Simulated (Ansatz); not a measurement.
# C₂H₅BOSi: how energies converge with the basis set

How large a basis does C₂H₅BOSi need? Two functionals are run in growing sets.

The runs use Ansatz 0.2.0, Gaussian basis; one geometry, several basis sets.

The runs, in order: PBE0-D4/def2-SVP; ωB97M-V/def2-SVP; PBE0-D4/def2-QZVPP; ωB97M-V/def2-QZVPP; the functionals' def2-TZVPP values are taken from earlier runs.

1 further run of the same task is left out (it didn't finish).

**1. Structure used throughout**

An earlier PBE0-D4 in a triple-zeta def2 set relaxation fixed the geometry.

SMILES `O=C1B[SiH2]C1`, 10 atoms, charge 0, spin multiplicity 1.

Atoms are counted from 1 here; the program's logs count them from 0.

Bond lengths: O1–C2 1.204 Å, C2–B3 1.640 Å, C2–C5 1.542 Å, B3–Si4 2.031 Å, B3–H6 1.190 Å, Si4–C5 1.910 Å, Si4–H7 1.488 Å, Si4–H8 1.488 Å, C5–H9 1.094 Å, C5–H10 1.095 Å. Angles: O1–C2–B3 130.4°, O1–C2–C5 126.4°, B3–C2–C5 103.3°, C2–B3–Si4 85.6°, C2–B3–H6 128.9°, Si4–B3–H6 145.5°, B3–Si4–C5 78.5°, B3–Si4–H7 118.2°, B3–Si4–H8 117.8°, C5–Si4–H7 115.0°, C5–Si4–H8 114.9°, H7–Si4–H8 109.5°, C2–C5–Si4 92.7°, C2–C5–H9 111.4°, C2–C5–H10 111.2°, Si4–C5–H9 117.1°, Si4–C5–H10 116.9°, H9–C5–H10 107.0°.

**2. PBE0-D4 in def2-SVP**

Contents of in.yaml:

```yaml
crystal:
  periodic: [false, false, false]
  atoms:
    - {symbol: O, position_ang: [-1.798606, 0.799576, 1.433380]}
    - {symbol: C, position_ang: [-0.876560, 0.342796, 0.807410]}
    - {symbol: B, position_ang: [0.263933, -0.752871, 1.242613]}
    - {symbol: Si, position_ang: [0.991925, -0.506948, -0.637878]}
    - {symbol: C, position_ang: [-0.499928, 0.686365, -0.648306]}
    - {symbol: H, position_ang: [0.398303, -1.319051, 2.280295]}
    - {symbol: H, position_ang: [2.320180, 0.143919, -0.799344]}
    - {symbol: H, position_ang: [0.882632, -1.654131, -1.579576]}
    - {symbol: H, position_ang: [-1.318532, 0.456187, -1.337132]}
    - {symbol: H, position_ang: [-0.280248, 1.752958, -0.758464]}
basis:
  gaussian: {orbitals: def2-SVP}
hamiltonian: {xc: pbe0, dispersion: d4}
output: {orbitals: {seedname: orbitals}}
```

Launch:

```console
$ ansatz run in.yaml --threads 2 --pin off --events-out ev --progress --plain --max-ram 4352MiB
```

After this run come: ωB97M-V in def2-SVP; PBE0-D4 in def2-QZVPP; ωB97M-V in def2-QZVPP.

**Question.** What will the summary of the whole plan be? Wanted: PBE0-D4: double and triple zeta above quadruple; ωB97M-V: double and triple zeta above quadruple.

As calculated:

| quantity | value |
| --- | --- |
| PBE0-D4: double and triple zeta above quadruple | 8.74, 0.53 eV |
| ωB97M-V: double and triple zeta above quadruple | 8.94, 0.49 eV |

PBE0-D4 gains 8.21 eV from double to triple zeta, then 0.53 eV more. Total energies overstate the basis error of differences, where much of it tends to cancel.
